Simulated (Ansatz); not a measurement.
# AgO3: the cost of one run

Computed with Ansatz 0.2.0 (DFT PBE, scalar-relativistic, plane waves, PAW, unless a step's input says otherwise).

2 further runs of the same task are left out: 1 that didn't finish, 1 set aside as unsound or not needed.

## (1) Starting point

The structure is cubic, space group Pm-3m (No. 221). Conventional cell: a = 3.627 Å, b = 3.627 Å, c = 3.627 Å, α = 90.00°, β = 90.00°, γ = 90.00°. Ag (site symmetry m-3m) has 12 O at 2.57 Å as nearest neighbours. O (site symmetry 4/mmm) is surrounded by 4 Ag at 2.57 Å and 8 O at 2.57 Å.

As a file:

```
Ag O
1.0
     3.62748    0.00000    0.00000
     0.00000    3.62748    0.00000
     0.00000    0.00000    3.62748
Ag O
1 3
Direct
  0.00000 0.00000 0.00000
  0.00000 0.50000 0.50000
  0.50000 0.00000 0.50000
  0.50000 0.50000 0.00000
```

The cell is invented: species swapped into a database cell of NbIr3 (Pm-3m, No. 221), with Ag on the Nb sites and O on the Ir sites. Lengths come from tabulated atomic sizes and are only a guess.

## (2) The guess as it stands, on a coarse mesh

Contents of input.yaml:

```yaml
crystal:
  lattice:
    - [3.62748286, 0.0, 0.0]
    - [0.0, 3.62748286, 0.0]
    - [0.0, 0.0, 3.62748286]
  atoms:
    - { symbol: Ag, position: [0.0, 0.0, 0.0] }
    - { symbol: O, position: [0.0, 0.5, 0.5] }
    - { symbol: O, position: [0.5, 0.0, 0.5] }
    - { symbol: O, position: [0.5, 0.5, 0.0] }
basis:
  ecutwfc: 420
kpoints:
  mp_grid: { grid: [6, 6, 6] }
hamiltonian:
  xc: pbe
scf:
  occupations: { method: gaussian, width: 0.1 }
  lower_state_search: "off"
output:
  forces: true
  stress: true
  eigenvalues: true
```

Command:

```bash
$ ansatz run input.yaml --threads 1 --pin off --max-ram 2048MiB --backend cpu --events-out ev --progress --plain --runs-dir out
```

What time and memory should one allow on 1 thread of Arm Neoverse V2, shared host?

About 1.1 s, with a peak of 0.28 GiB.
